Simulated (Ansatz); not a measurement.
# TiAl3: a trial structure relaxed

Aim: relax TiAl3 from this start, Ni3Sb type (Pmmn, No. 59), and see where it ends.

Computed with Ansatz 0.2.0 (DFT r2SCAN, scalar-relativistic, plane waves, PAW, unless a step's input says otherwise).

## 1. The starting structure

The structure is orthorhombic, space group Pmmn (No. 59). Conventional cell: a = 4.534 Å, b = 5.639 Å, c = 4.771 Å, α = 90.00°, β = 90.00°, γ = 90.00°. Around Ti (site symmetry mm2) lie 12 Al at 2.76 to 2.82 Å. Al (site symmetry m) is surrounded by 4 Ti at 2.76 to 2.78 Å and 8 Al at 2.76 to 2.82 Å. Al (site symmetry mm2) has 8 Al at 2.76 to 2.78 Å and 4 Ti at 2.79 to 2.82 Å as nearest neighbours.

Structure file:

```cif
data_structure
_symmetry_space_group_name_H-M 'Pmmn:1'
_symmetry_Int_Tables_number 59
_cell_length_a 4.5337
_cell_length_b 5.6395
_cell_length_c 4.7709
_cell_angle_alpha 90.000
_cell_angle_beta 90.000
_cell_angle_gamma 90.000
_cell_volume 121.98
loop_
_atom_site_label
_atom_site_type_symbol
_atom_site_symmetry_multiplicity
_atom_site_Wyckoff_symbol
_atom_site_fract_x
_atom_site_fract_y
_atom_site_fract_z
_atom_site_occupancy
Ti1 Ti 2 a 0.00000 0.00000 0.67000 1
Al1 Al 4 e 0.00000 0.25000 0.16700 1
Al2 Al 2 b 0.50000 0.00000 0.33000 1
```

(A quick probe on a coarse mesh, which set the mesh and smearing, is not shown.)

## 3. A loose first relaxation

File input.yaml:

```yaml
crystal:
  lattice:
    - [4.5337157933, 0.0, 0.0]
    - [0.0, 5.6394744232, 0.0]
    - [0.0, 0.0, 4.7708899513]
  atoms:
    - { symbol: Ti, position: [0.0, 0.0, 0.67] }
    - { symbol: Ti, position: [0.5, 0.5, 0.33] }
    - { symbol: Al, position: [0.0, 0.25, 0.167] }
    - { symbol: Al, position: [0.0, 0.75, 0.167] }
    - { symbol: Al, position: [0.5, 0.75, 0.833] }
    - { symbol: Al, position: [0.5, 0.25, 0.833] }
    - { symbol: Al, position: [0.5, 0.0, 0.33] }
    - { symbol: Al, position: [0.0, 0.5, 0.67] }
basis:
  ecutwfc: 500
kpoints:
  mp_grid: { grid: [4, 4, 4] }
hamiltonian:
  xc: r2scan
scf:
  occupations: { method: gaussian, width: 0.1 }
  lower_state_search: "off"
output:
  forces: true
  stress: true
  eigenvalues: true
relax:
  adjacent_minimum: "off"
  f_tol: 0.04
  max_steps: 70
  cell: { stress_tol: 0.4 }
```

The session goes on with these runs: the relaxation.

Q: Predict the outcome of this session.

**Answer**, as computed:

Formation energies count from the elements, computed with the same settings in runs not shown here.

| quantity | value |
| --- | --- |
| cell | a = 4.525 Å, b = 5.404 Å, c = 5.110 Å, α = 90.00°, β = 90.00°, γ = 90.00° |
| space group | Pmmn (No. 59) |
| volume | 15.62 Å³/atom |
| gap on the mesh | none (metal) |
| formation energy from the elements | -0.352 eV/atom |

The space group stayed Pmmn, and from the first guess the volume went from 15.25 to 15.62 Å³/atom. With -0.35 eV/atom it lies under the elements, which doesn't yet make it stable against other compounds of them.
